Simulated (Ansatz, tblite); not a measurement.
## A script for CdF₂ (GFN2-xTB)

These are simulated results from tblite 0.8.0, not measurements. The cell was built from a prototype and was relaxed with r2SCAN in plane waves (Ansatz 0.2.0). Not every such cell is a known phase. All runs are without spin polarisation.

Space group Fm-3m (No. 225), cubic; conventional cell a = 5.388 Å, 13.04 Å³ an atom. Cd is surrounded by 8 F at 2.33 Å; F is surrounded by 4 Cd at 2.33 Å.

tblite solves periodic systems at the zone centre alone, so the script builds a cluster of 2×2×2 conventional cells (96 atoms), which folds in a coarse mesh of k points.

run.py reads:

```python
import json
from ase import Atoms
from ase.build import make_supercell
from ase.units import Bohr, GPa, Hartree
from tblite.interface import Calculator

atoms = Atoms(['Cd', 'F', 'F'],
              cell=[[0.0, 2.69417768, 2.69417768], [2.69417768, 0.0, 2.69417768], [2.69417768, 2.69417768, 0.0]],
              scaled_positions=[[0.0, 0.0, 0.0], [0.25, 0.25, 0.25], [0.75, 0.75, 0.75]],
              pbc=True)
cluster = make_supercell(atoms, [[-2, 2, 2], [2, -2, 2], [2, 2, -2]])
calc = Calculator('GFN2-xTB', cluster.numbers, cluster.positions / Bohr, lattice=cluster.cell[:] / Bohr, periodic=cluster.pbc)
calc.set('temperature', 0.02 / Hartree)
calc.set('max-iter', 150)
res = calc.singlepoint()
levels = res.get('orbital-energies') * Hartree
nv = round(res.get('orbital-occupations').sum() / 2)
cells = len(cluster) // len(atoms)
out = {'energy_per_cell': res.get('energy') * Hartree / cells, 'homo': levels[nv - 1], 'lumo': levels[nv],
       'stress': (-res.get('virial') * Hartree / cluster.get_volume() / GPa).tolist(), 'charges': res.get('charges')[:len(atoms)].tolist(), 'electrons': 2 * nv / cells}
json.dump(out, open('results.json', 'w'))
for key, value in out.items():
    print(key, value)
```

Command: `python run.py`. It took 8.6 s on 1 thread of Arm Neoverse V1, on a shared host, peak memory 0.11 GiB.

The log:

```
------------------------------------------------------------
  cycle        total energy    energy error   density error
------------------------------------------------------------
      1     -312.9455084471  -3.1305885E+02   4.0135085E-01
      2     -324.5470307755  -1.1601522E+01   1.5598035E-01
      3     -324.7464588773  -1.9942810E-01   8.8156544E-02
      4     -321.7049282072   3.0415307E+00   1.7351929E-01
      5     -326.0391169619  -4.3341888E+00   3.8591874E-02
      6     -326.2337867643  -1.9466980E-01   1.9778834E-02
      7     -326.2982760652  -6.4489301E-02   4.0690063E-03
      8     -326.3010285066  -2.7524414E-03   4.9863130E-04
      9     -326.3010685903  -4.0083736E-05   8.8007272E-05
     10     -326.3010697562  -1.1658609E-06   2.4818579E-05
     11     -326.3010698580  -1.0187040E-07   5.6959032E-07
------------------------------------------------------------

 total:                                   7.826 sec
energy_per_cell -277.4720116272225
homo -14.769326811487051
lumo -10.362388671533044
stress [[8.361051509432086, -1.1101785737526333e-06, -1.1101785908479859e-06], [-1.1101785739145182e-06, 8.36105150943187, -1.1101787988260809e-06], [-1.1101785908482057e-06, -1.1101787987101149e-06, 8.361051509431508]]
charges [0.5241169606660353, -0.26205960825376806, -0.26205814833063745]
electrons 16.0
```

The cycle table is in hartree for the whole cluster, and the lines after it are in eV (the energy for one cell). The printed stress is in GPa and positive in compression, and the pressure is its mean diagonal.

GFN2-xTB gives a gap of 4.41 eV. On the same cell, plane-wave PBE (Ansatz, 8×8×8 k points and the special points) gives a gap of 3.10 eV and r2SCAN a gap of 3.79 eV; on shared hosts these took about 2 and 4.5 core-seconds on the 3-atom cell, against 8.6 for the script. Semilocal gaps usually lie below measured ones. xTB was fitted to molecules, so gaps, charges and pressures of solids can be far off, and the gap also depends on the size of the cluster.

The same script was run on cells scaled at fixed shape and fractional coordinates:

```tsv
volume (Å³/atom)	energy (meV/atom)	pressure (GPa, positive in compression)	gap (eV)
11.47	115.0	15.43	5.95
12.26	48.9	11.65	5.11
13.04	0.0	8.36	4.41
13.82	-33.6	5.44	3.81
14.60	-53.8	2.86	3.30
```

The minimum lies beyond the largest of these volumes.

xTB was fitted mostly to molecules, and a small cluster samples few k points, so gaps, pressures and kinks along a curve can be far from a solid's.

Spin-orbit coupling is left out.
